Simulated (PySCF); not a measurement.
**[Yb(NH3)]2+: other functionals and bases at one geometry**

How far do other levels of theory move the description of [Yb(NH3)]2+, and what does each cost? It is a constructed species; whether it can be made isn't addressed.

Program: PySCF 2.14.0. Level of theory: several levels, as the steps say, no spin–orbit coupling. These are calculated values, not measurements.

1 further run of the same task is left out (for a known fault of the program).

### 1 The system as given

5 atoms, charge 2, spin multiplicity 1.

Bond lengths: Yb1–N2 2.500 Å, N2–H3 1.030 Å, N2–H4 1.030 Å, N2–H5 1.030 Å. Angles: Yb1–N2–H3 115.1°, Yb1–N2–H4 115.1°, Yb1–N2–H5 115.1°, H3–N2–H4 103.3°, H3–N2–H5 103.3°, H4–N2–H5 103.3°.

Coordinates:

```
Yb    0.0000    0.0000   -0.1693
N     0.0000    0.0000    2.3306
H     0.9329    0.0000    2.7681
H    -0.4665    0.8079    2.7681
H    -0.4664   -0.8079    2.7681
```

Formal oxidation states: Yb +2. Each metal's 14 4f electrons lie in its core potential, so multiplicities, spins and levels count the valence alone. An earlier session relaxed this geometry at PBE0, Yb lcecp-0-SVP with ECP60, N def2-SVP, H def2-SVP (singlet, point group C3v).

At PBE0 on the finer grid: E = -88.851857 Eh, frontier levels not given, since the 4f levels lie in the core, Mulliken charge on Yb1 +1.69 e, largest force component 0.002 eV/Å. 

Levels to run: r2SCAN; BLYP; PBE0, TZVP. Hardware: 2 threads of Intel Xeon 6975P-C (Granite Rapids), shared host.

### 2 r2SCAN

File run.py (the lines that set the calculation):

```python
mol = gto.M(atom='''
Yb     0.00000     0.00000    -0.16928
N      0.00000     0.00000     2.33057
H      0.93288     0.00004     2.76811
H     -0.46647     0.80788     2.76811
H     -0.46641    -0.80791     2.76811''',
    basis={'Yb': 'lcecp-0-SVP', 'N': 'def2-SVP', 'H': 'def2-SVP'},
    ecp={'Yb': 'lcecp-0-SVP'},
    charge=2, spin=0)
mf = dft.RKS(mol, xc='R2SCAN')
mf.grids.atom_grid = (75, 302)  # f atoms: unpruned, at least (60, 302)
mf = mf.density_fit()  # fitting sets: Yb AutoAux, N def2-universal-JKFIT, H def2-universal-JKFIT
mf.conv_tol = 1e-08; mf.max_cycle = 55
mf.kernel(dm0)  # dm0: the density of the relaxed state
```

Run with:

```bash
$ OMP_NUM_THREADS=2 python run.py
```

The log of the run:

```text
init E= -88.908489854006
cycle= 1 E= -88.9087435213744  delta_E= -0.000254  |g|= 0.00808  |ddm|= 0.0516
cycle= 2 E= -88.9087225054076  delta_E= 2.1e-05  |g|= 0.0127  |ddm|= 0.0151
cycle= 3 E= -88.9087577869689  delta_E= -3.53e-05  |g|= 0.000234  |ddm|= 0.00962
cycle= 4 E= -88.9087577982172  delta_E= -1.12e-08  |g|= 4.1e-05  |ddm|= 0.000186
cycle= 5 E= -88.9087577985824  delta_E= -3.65e-10  |g|= 5.79e-06  |ddm|= 3.71e-05
Extra cycle  E= -88.9087577985847  delta_E= -2.25e-12  |g|= 5.62e-06  |ddm|= 1.08e-05
converged SCF energy = -88.9087577985847
```

Run time: 2.2 s. Hardware: 2 threads of Intel Xeon 6975P-C (Granite Rapids), shared host.

Read off: E = -88.908758 Eh, frontier levels not given, since the 4f levels lie in the core, Mulliken charge on Yb1 +1.70 e, largest force component 0.106 eV/Å. 

### 3 BLYP

run.py (the lines that set the calculation): that of step 2 with these lines changed.

```diff
@@ -9,3 +9,3 @@
     charge=2, spin=0)
-mf = dft.RKS(mol, xc='R2SCAN')
+mf = dft.RKS(mol, xc='BLYP')
 mf.grids.atom_grid = (75, 302)  # f atoms: unpruned, at least (60, 302)
```

Run with:

```bash
$ OMP_NUM_THREADS=2 python run.py
```

The log of the run:

```text
init E= -88.8766544461845
cycle= 1 E= -88.8787373024585  delta_E= -0.00208  |g|= 0.0104  |ddm|= 0.234
cycle= 2 E= -88.8787716010707  delta_E= -3.43e-05  |g|= 0.00633  |ddm|= 0.0418
cycle= 3 E= -88.8787783603068  delta_E= -6.76e-06  |g|= 0.00615  |ddm|= 0.0159
cycle= 4 E= -88.8787863988836  delta_E= -8.04e-06  |g|= 0.000451  |ddm|= 0.00494
cycle= 5 E= -88.8787864455368  delta_E= -4.67e-08  |g|= 2.23e-05  |ddm|= 0.00039
cycle= 6 E= -88.8787864456521  delta_E= -1.15e-10  |g|= 1.92e-06  |ddm|= 2.4e-05
Extra cycle  E= -88.8787864456523  delta_E= -1.71e-13  |g|= 2.28e-06  |ddm|= 3.95e-06
converged SCF energy = -88.8787864456523
```

It took 1.7 s on 2 threads of Intel Xeon 6975P-C (Granite Rapids), shared host.

Result: E = -88.878786 Eh, frontier levels not given, since the 4f levels lie in the core, Mulliken charge on Yb1 +1.64 e, largest force component 0.396 eV/Å. 

### 4 PBE0, TZVP

Basis: Yb lcecp-0-TZVP with ECP60, N def2-TZVP, H def2-TZVP. 

File run.py (the lines that set the calculation):

```python
mol = gto.M(atom='''
Yb     0.00000     0.00000    -0.16928
N      0.00000     0.00000     2.33057
H      0.93288     0.00004     2.76811
H     -0.46647     0.80788     2.76811
H     -0.46641    -0.80791     2.76811''',
    basis={'Yb': 'lcecp-0-TZVP', 'N': 'def2-TZVP', 'H': 'def2-TZVP'},
    ecp={'Yb': 'lcecp-0-TZVP'},
    charge=2, spin=0)
mf = dft.RKS(mol, xc='PBE0')
mf.grids.atom_grid = (75, 302)  # f atoms: unpruned, at least (60, 302)
mf = mf.density_fit()  # fitting sets: Yb AutoAux, N def2-universal-JKFIT, H def2-universal-JKFIT
mf.conv_tol = 1e-08; mf.max_cycle = 55
mf.kernel(dm0)  # dm0: free metal ions and neutral atoms
```

Run with:

```bash
$ OMP_NUM_THREADS=2 python run.py
```

The log of the run:

```text
init E= -88.6857398284571
cycle= 1 E= -88.8650906439802  delta_E= -0.179  |g|= 0.491  |ddm|= 1.18
cycle= 2 E= -88.8354324822674  delta_E= 0.0297  |g|= 0.623  |ddm|= 0.603
cycle= 3 E= -88.9179281211045  delta_E= -0.0825  |g|= 0.0539  |ddm|= 0.359
cycle= 4 E= -88.9185651116578  delta_E= -0.000637  |g|= 0.00518  |ddm|= 0.0366
cycle= 5 E= -88.9185704012657  delta_E= -5.29e-06  |g|= 0.00131  |ddm|= 0.00442
cycle= 6 E= -88.9185708313575  delta_E= -4.3e-07  |g|= 0.000156  |ddm|= 0.00124
cycle= 7 E= -88.9185708371253  delta_E= -5.77e-09  |g|= 9.98e-06  |ddm|= 0.000142
Extra cycle  E= -88.9185708371491  delta_E= -2.38e-11  |g|= 5.16e-06  |ddm|= 2.02e-05
converged SCF energy = -88.9185708371491
```

It took 3.7 s on 2 threads of Intel Xeon 6975P-C (Granite Rapids), shared host.

It gives: E = -88.918571 Eh, frontier levels not given, since the 4f levels lie in the core, Mulliken charge on Yb1 +1.81 e, largest force component 0.260 eV/Å. 

### 5 Results

| level | state | charge on Yb1 (e) | dipole (D) | largest force (eV/Å) | basis functions | time |
| --- | --- | --- | --- | --- | --- | --- |
| PBE0 (relaxed here) | singlet | 1.69 | 2.44 | 0.00 | 60 | 3.5 s |
| r2SCAN | singlet | 1.70 | 2.38 | 0.11 | 60 | 2.2 s |
| BLYP | singlet | 1.64 | 2.69 | 0.40 | 60 | 1.7 s |
| PBE0, TZVP | singlet | 1.81 | 2.55 | 0.26 | 96 | 3.7 s |

Times are on 2 threads of Intel Xeon 6975P-C (Granite Rapids), shared host; the first row also made further properties. The dipole of a charged species depends on the origin, so these sizes hold for this origin alone.

The largest leftover force, 0.40 eV/Å with BLYP, stands at a geometry relaxed at another level. The Mulliken charge on Yb spans +1.64 to +1.81 e over the levels. With 4f in the core, its levels are missing from HOMO and gap. Total energies of different levels can't be compared. Spin–orbit coupling is left out throughout.
